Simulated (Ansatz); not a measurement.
# GeSiH3ClO (SMILES [SiH3][O][Ge][Cl]) at SVWN5/cc-pVDZ

Aim: the energy change on altering one bond length of GeSiH3ClO at SVWN5/cc-pVDZ, from 2 runs. 

The calculation is run with Ansatz 0.2.0.

125 further runs of the same task are left out: 125 set aside as unsound or not needed.

**1. The structure to begin with**

GeSiH3ClO has 7 atoms, charge 0, and is taken as a singlet. SMILES: `[SiH3][O][Ge][Cl]`. The shape is that of a PBE0-D4/def2-TZVP optimisation. This is one conformer, not always the lowest.

Bond lengths: Si1–O2 1.655 Å, O2–Ge3 1.768 Å, Ge3–Cl4 2.210 Å, Si1–H5 1.484 Å, Si1–H6 1.484 Å, Si1–H7 1.484 Å. Angles: Si1–O2–Ge3 138.4°, O2–Ge3–Cl4 99.4°, O2–Si1–H5 107.2°, O2–Si1–H6 110.4°, O2–Si1–H7 110.5°, H5–Si1–H6 109.5°, H5–Si1–H7 109.5°, H6–Si1–H7 109.7°.

**2. A single-point energy at SVWN5/cc-pVDZ**

Contents of job.yaml:

```yaml
basis:
  gaussian:
    orbitals: cc-pVDZ
crystal:
  periodic: [false, false, false]
  atoms:
    - symbol: Si
      position_ang: [0.184400, 0.664200, -0.614200]
    - symbol: O
      position_ang: [0.434500, -0.959500, -0.413800]
    - symbol: Ge
      position_ang: [0.076600, -2.215900, 0.776900]
    - symbol: Cl
      position_ang: [-0.991800, -0.995100, 2.277600]
    - symbol: H
      position_ang: [0.795900, 1.045400, -1.911300]
    - symbol: H
      position_ang: [-1.268900, 0.965100, -0.643300]
    - symbol: H
      position_ang: [0.830700, 1.427800, 0.482400]
hamiltonian:
  xc: {name: SVWN5}
output:
  orbitals: {seedname: orbitals}
accuracy: high
```

Run with:

```sh
$ ansatz run job.yaml --threads 1 --pin off --max-ram 3480MiB --events-out events.jsonl --progress --plain --runs-dir runs
```

The log of the run:

```text
Warning: RAYON_NUM_THREADS=1 ignored (pool sized by the plan → 1); use --threads N
Functional definition: SVWN5
  name "SVWN5"
  exchange = slater_x
  correlation = vwn5_c
2087 factors; integrals over basis functions are off by at most 4.4e-9 eV
mean field evaluation 1: about -78837.2339 eV, gradient 5.8e1 eV
mean field evaluation 2: about -78745.1224 eV, gradient 1.9e2 eV
mean field evaluation 4: about -78842.3670 eV, gradient 2.0e1 eV
mean field evaluation 8: about -78843.5982 eV, gradient 2.0e-1 eV
mean field evaluation 16: about -78843.5984 eV, gradient 1.4e-5 eV
mean field -78843.59835890 eV, -2897.4487975793 hartree, gradient 2.4e-8 eV, S^2 0.000000; 0 other end points of the search recorded, 0 dependent functions left out
reference -78843.59836206 eV, -2897.4487976954 hartree; 37, 37 occupied and 55, 55 virtual orbitals, 2087 factors
Total energy: -78843.59836206 eV, -2897.4487976954 hartree
```

Wall time 7.2 s (1 thread of Arm Neoverse V1, shared host); peak memory 0.24 GiB.

**3. The distorted shape, same level**

Contents of job.yaml:

```yaml
crystal:
  periodic: [false, false, false]
  atoms:
    - symbol: Si
      position_ang: [-0.549401, 0.206760, 0.942321]
    - symbol: O
      position_ang: [-0.299301, -1.416940, 1.142721]
    - symbol: Ge
      position_ang: [-0.657201, -2.673340, 2.333421]
    - symbol: Cl
      position_ang: [-1.725601, -1.452540, 3.834121]
    - symbol: H
      position_ang: [0.795900, 1.045400, -1.911300]
    - symbol: H
      position_ang: [-2.002701, 0.507660, 0.913221]
    - symbol: H
      position_ang: [0.096899, 0.970360, 2.038921]
basis:
  gaussian: {orbitals: cc-pVDZ}
hamiltonian: {xc: {name: SVWN5}}
accuracy: high
output: {orbitals: {seedname: orbitals}}
```

Run with:

```sh
$ ansatz run job.yaml --threads 1 --pin off --max-ram 3480MiB --events-out events.jsonl --progress --plain --runs-dir runs
```

The log of the run:

```text
Warning: RAYON_NUM_THREADS=1 ignored (pool sized by the plan → 1); use --threads N
[... 4 set-up lines as earlier in the session ...]
2039 factors; integrals over basis functions are off by at most 4.5e-9 eV
mean field evaluation 1: about -78833.3707 eV, gradient 5.7e1 eV
mean field evaluation 2: about -78731.8264 eV, gradient 1.8e2 eV
mean field evaluation 4: about -78832.5456 eV, gradient 3.0e1 eV
mean field evaluation 8: about -78839.5480 eV, gradient 5.9e-1 eV
mean field evaluation 16: about -78839.5505 eV, gradient 1.0e-8 eV
mean field -78839.55045734 eV, -2897.3000399406 hartree, gradient 1.0e-8 eV, S^2 0.000000; 0 other end points of the search recorded, 0 dependent functions left out
reference -78839.55046085 eV, -2897.3000400694 hartree; 37, 37 occupied and 55, 55 virtual orbitals, 2039 factors
Total energy: -78839.55046085 eV, -2897.3000400694 hartree
```

It took 7.5 s on 1 thread of Arm Neoverse V1, shared host; peak memory 0.24 GiB.

**4. What came out**

At SVWN5/cc-pVDZ:

| quantity | value |
| --- | --- |
| first shape: total energy | -2897.44880 Eh |
| first shape: HOMO energy | -7.08 eV |
| first shape: LUMO energy | -3.40 eV |
| first shape: HOMO–LUMO gap | 3.68 eV |
| distorted shape: total energy | -2897.30004 Eh |
| distorted shape: HOMO energy | -5.51 eV |
| distorted shape: LUMO energy | -4.11 eV |
| distorted shape: HOMO–LUMO gap | 1.39 eV |
| energy change with the Si1–H5 bond stretched from 1.484 to 3.264 Å | 4.048 eV |

One bond (distorted shape) is far stretched, which a spin-restricted single reference describes badly; a broken-symmetry solution may lie lower. With the Si1–H5 bond stretched from 1.484 to 3.264 Å the energy rises by 4.05 eV (391 kJ/mol). The first shape isn't relaxed at this level, so the change isn't measured from a minimum. A restricted reference can't describe the breaking bond well at this length.
